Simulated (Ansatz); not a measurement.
# C2H2N2Si: how energies converge with the basis set

The task here is to estimate one member of a computed series from the others.

Computed with Ansatz 0.2.0, Gaussian basis. Level: one geometry, several basis sets.

Levels to be run: PBE0-D4/def2-SVP; ωB97M-V/def2-SVP; PBE0-D4/def2-QZVPP; ωB97M-V/def2-QZVPP; the functionals' def2-TZVPP values are taken from earlier runs.

## The geometry

The geometry comes from an earlier relaxation with PBE0-D4 in a triple-zeta def2 set; it is a stationary point, not always the lowest conformer.

SMILES `N#C[SiH2]C#N`, 7 atoms, charge 0, spin multiplicity 1.

Atoms are counted from 1 here; the program's logs count them from 0.

Bond lengths: N1–C2 1.151 Å, C2–Si3 1.839 Å, Si3–C4 1.839 Å, Si3–H6 1.474 Å, Si3–H7 1.474 Å, C4–N5 1.151 Å. Angles: N1–C2–Si3 178.6°, C2–Si3–C4 107.1°, C2–Si3–H6 109.0°, C2–Si3–H7 109.0°, C4–Si3–H6 109.0°, C4–Si3–H7 109.0°, H6–Si3–H7 113.4°, Si3–C4–N5 178.6°.

Geometry (Å):

```xyz
7
C2H2N2Si
N     0.1869   -2.4957    1.0060
C     0.2638   -1.3967    0.6720
Si    0.4223    0.3635    0.1629
C    -0.9713    0.7230   -0.9822
N    -1.8346    0.9735   -1.7013
H     0.2987    1.2217    1.3549
H     1.6953    0.5427   -0.5580
```

The first run:

The input, in.yaml:

```yaml
crystal:
  periodic: [false, false, false]
  atoms:
    - {symbol: N, position_ang: [0.186918, -2.495675, 1.005969]}
    - {symbol: C, position_ang: [0.263824, -1.396717, 0.671999]}
    - {symbol: Si, position_ang: [0.422298, 0.363495, 0.162928]}
    - {symbol: C, position_ang: [-0.971314, 0.722962, -0.982168]}
    - {symbol: N, position_ang: [-1.834576, 0.973466, -1.701325]}
    - {symbol: H, position_ang: [0.298714, 1.221656, 1.354871]}
    - {symbol: H, position_ang: [1.695336, 0.542712, -0.557974]}
basis:
  gaussian: {orbitals: def2-SVP}
hamiltonian: {xc: pbe0, dispersion: d4}
output: {orbitals: {seedname: orbitals}}
```

Launch:

```
$ ansatz run in.yaml --threads 4 --pin off --events-out ev --progress --plain --max-ram 10444MiB
```

Steps of the session up to this table: PBE0-D4 in def2-SVP; ωB97M-V in def2-SVP; PBE0-D4 in def2-QZVPP; ωB97M-V in def2-QZVPP.

One table of the session follows, with a row left open; its other results are not shown here.

It belongs to the step «Density functionals: the series». 

| functional | basis | HOMO (eV) |
| --- | --- | --- |
| PBE0-D4 | def2-SVP | -10.24 |
| PBE0-D4 | def2-TZVPP | -10.32 |
| PBE0-D4 | def2-QZVPP | -10.33 |
| ωB97M-V | def2-SVP | ? |
| ωB97M-V | def2-TZVPP | -12.58 |
| ωB97M-V | def2-QZVPP | -12.59 |

Q: Estimate the row for ωB97M-V, def2-SVP from the others.

As computed: HOMO (eV): -12.45. In the column «HOMO (eV)» it lies between ωB97M-V, def2-TZVPP (-12.58) and PBE0-D4, def2-QZVPP (-10.33).
